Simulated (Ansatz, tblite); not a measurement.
# The cluster Sn18H28: one state, many levels

One table from this session's results is given with a row withheld; the runs are named, their logs left out.

The runs use Ansatz 0.2.0, Gaussian basis; as each input shows.

The runs, in order: GFN1-xTB, GFN2-xTB, PBE-D4/def2-SVP, r2SCAN-D4/def2-SVP, PBE-QIDH/def2-SVP, PBE0-D4/def2-TZVP, PBE-D4/def2-TZVP, MP2/def2-SVP.

5 further runs of the same task are left out: 3 for a known fault of the program, 2 set aside as unsound or not needed.

## The geometry

The singlet was relaxed beforehand with PBE-D4/def2-SVP.

46 atoms, charge 0, spin multiplicity 1.

Bond lengths: Sn1–Sn7 2.855 Å, Sn1–Sn9 2.822 Å, Sn1–Sn10 2.823 Å, Sn1–H19 1.744 Å, Sn2–Sn12 2.819 Å, Sn2–Sn13 2.819 Å, Sn2–Sn14 2.825 Å, Sn2–H20 1.740 Å, Sn3–Sn9 2.819 Å, Sn3–Sn11 2.825 Å, Sn3–Sn15 2.819 Å, Sn3–H21 1.740 Å, Sn4–Sn6 2.855 Å, Sn4–Sn12 2.822 Å, Sn4–Sn16 2.822 Å, Sn4–H22 1.744 Å, Sn5–Sn10 2.819 Å, Sn5–Sn11 2.825 Å and more. Angles: Sn7–Sn1–Sn9 105.0°, Sn7–Sn1–Sn10 105.0°, Sn7–Sn1–H19 113.0°, Sn9–Sn1–Sn10 106.6°, Sn9–Sn1–H19 113.2°, Sn10–Sn1–H19 113.3°, Sn12–Sn2–Sn13 99.9°, Sn12–Sn2–Sn14 109.0°, Sn12–Sn2–H20 114.1°, Sn13–Sn2–Sn14 109.0°, Sn13–Sn2–H20 114.1°, Sn14–Sn2–H20 110.2°, Sn9–Sn3–Sn11 109.0°, Sn9–Sn3–Sn15 100.0°, Sn9–Sn3–H21 114.1°, Sn11–Sn3–Sn15 109.0°, Sn11–Sn3–H21 110.2°, Sn15–Sn3–H21 114.1° and more.

Sn takes a core potential in the def2 sets. No spin-orbit coupling is included.

PBE0-D4/def2-SVP was run before; its log isn't repeated, and its numbers join the tables.

The first run:

Tight binding, by tblite at 300 K electronic temperature and without a spin-polarisation term:

```python
tblite.interface.Calculator('GFN1-xTB', numbers, positions, charge=0, uhf=0).singlepoint()
```

Tight binding, by tblite at 300 K electronic temperature and without a spin-polarisation term:

```python
tblite.interface.Calculator('GFN2-xTB', numbers, positions, charge=0, uhf=0).singlepoint()
```

start.molden holds the orbitals of an earlier run on this state, given as this run's starting guess.

Input file in.yaml:

```yaml
crystal:
  periodic: [false, false, false]
  atoms:
    - {symbol: Sn, position_ang: [-1.009708, -1.012236, -1.843501]}
    - {symbol: Sn, position_ang: [-1.662982, -1.666153, 5.171823]}
    - {symbol: Sn, position_ang: [-1.671022, 1.666582, -5.174725]}
    - {symbol: Sn, position_ang: [-1.010225, 1.006047, 1.835593]}
    - {symbol: Sn, position_ang: [1.669034, -1.662495, -5.176188]}
    - {symbol: Sn, position_ang: [1.009322, -1.011703, 1.834977]}
    - {symbol: Sn, position_ang: [1.005565, 1.009732, -1.841368]}
    - {symbol: Sn, position_ang: [1.670607, 1.669800, 5.163917]}
    - {symbol: Sn, position_ang: [-3.126855, 0.068596, -3.365243]}
    - {symbol: Sn, position_ang: [0.078932, -3.125442, -3.365331]}
    - {symbol: Sn, position_ang: [-0.001664, 0.002108, -6.731961]}
    - {symbol: Sn, position_ang: [-3.124694, -0.074910, 3.361034]}
    - {symbol: Sn, position_ang: [-0.073666, -3.126638, 3.358246]}
    - {symbol: Sn, position_ang: [0.007463, 0.001890, 6.724188]}
    - {symbol: Sn, position_ang: [-0.077433, 3.125383, -3.363747]}
    - {symbol: Sn, position_ang: [0.073823, 3.124826, 3.352683]}
    - {symbol: Sn, position_ang: [3.124478, -0.070419, -3.361068]}
    - {symbol: Sn, position_ang: [3.126853, 0.073648, 3.353107]}
    - {symbol: H, position_ang: [-1.492987, -1.495457, -0.238566]}
    - {symbol: H, position_ang: [-2.651302, -2.656193, 6.206114]}
    - {symbol: H, position_ang: [-2.662981, 2.656538, -6.205583]}
    - {symbol: H, position_ang: [-1.494248, 1.487663, 0.230351]}
    - {symbol: H, position_ang: [2.661255, -2.650995, -6.208210]}
    - {symbol: H, position_ang: [1.489639, -1.494253, 0.228878]}
    - {symbol: H, position_ang: [1.486661, 1.492396, -0.235557]}
    - {symbol: H, position_ang: [2.662861, 2.661481, 6.192844]}
    - {symbol: H, position_ang: [-4.074204, -1.166611, -4.133141]}
    - {symbol: H, position_ang: [-4.195815, 1.042233, -2.403991]}
    - {symbol: H, position_ang: [-1.152724, -4.080488, -4.129287]}
    - {symbol: H, position_ang: [1.059874, -4.187505, -2.403787]}
    - {symbol: H, position_ang: [-0.988122, -0.987605, -7.766173]}
    - {symbol: H, position_ang: [0.983657, 0.990803, -7.768202]}
    - {symbol: H, position_ang: [-4.191529, -1.054006, 2.402921]}
    - {symbol: H, position_ang: [-4.074599, 1.160336, 4.125610]}
    - {symbol: H, position_ang: [-1.054517, -4.190194, 2.398301]}
    - {symbol: H, position_ang: [1.159796, -4.080099, 4.121341]}
    - {symbol: H, position_ang: [-0.977660, 0.988358, 7.762732]}
    - {symbol: H, position_ang: [0.998194, -0.985960, 7.756147]}
    - {symbol: H, position_ang: [-1.052894, 4.193893, -2.403850]}
    - {symbol: H, position_ang: [1.158388, 4.073137, -4.130115]}
    - {symbol: H, position_ang: [-1.159275, 4.076279, 4.118913]}
    - {symbol: H, position_ang: [1.049651, 4.189786, 2.389217]}
    - {symbol: H, position_ang: [4.187564, -1.050432, -2.399732]}
    - {symbol: H, position_ang: [4.077776, 1.164106, -4.122625]}
    - {symbol: H, position_ang: [4.077406, -1.160407, 4.118846]}
    - {symbol: H, position_ang: [4.192308, 1.048478, 2.389166]}
basis:
  gaussian: {orbitals: def2-SVP, fitting: {mean_field: def2-universal-jkfit}, initial_orbitals: start.molden}
hamiltonian: {xc: pbe, dispersion: d4}
scf: {omitted_lower_state_checks: [starts]}
output: {forces: true, orbitals: {seedname: orbitals}}
```

Started as:

```
ansatz run in.yaml --threads 4 --pin off --events-out ev --progress --plain --max-ram 66560MiB --backend cuda --devices 0, --max-vram 37GiB
```

Steps of the session up to this table: PBE-D4/def2-SVP; r2SCAN-D4/def2-SVP; PBE-QIDH/def2-SVP; PBE0-D4/def2-TZVP; PBE-D4/def2-TZVP; MP2/def2-SVP.

One of the session's tables, all rows but one given; the rest of the session is left out.

It belongs to the step «Binding energy». 

| level | binding an atom (eV) |
| --- | --- |
| HF/def2-SVP | 1.602 |
| PBE-D4/def2-SVP | 2.402 |
| PBE-D4/def2-TZVP | 2.414 |
| r2SCAN-D4/def2-SVP | 2.404 |
| PBE0-D4/def2-SVP | ? |
| PBE0-D4/def2-TZVP | 2.414 |
| MP2/def2-SVP | 2.214 |

Q: Estimate the row for PBE0-D4/def2-SVP from the others.

As computed: binding an atom (eV): 2.398. In the column «binding an atom (eV)» it lies between MP2/def2-SVP (2.214) and PBE-D4/def2-SVP (2.402).

Limits of these values: Free atoms were run apart at each level; binding is atoms less cluster, divided by the number of atoms, without zero-point or spin-orbit terms.
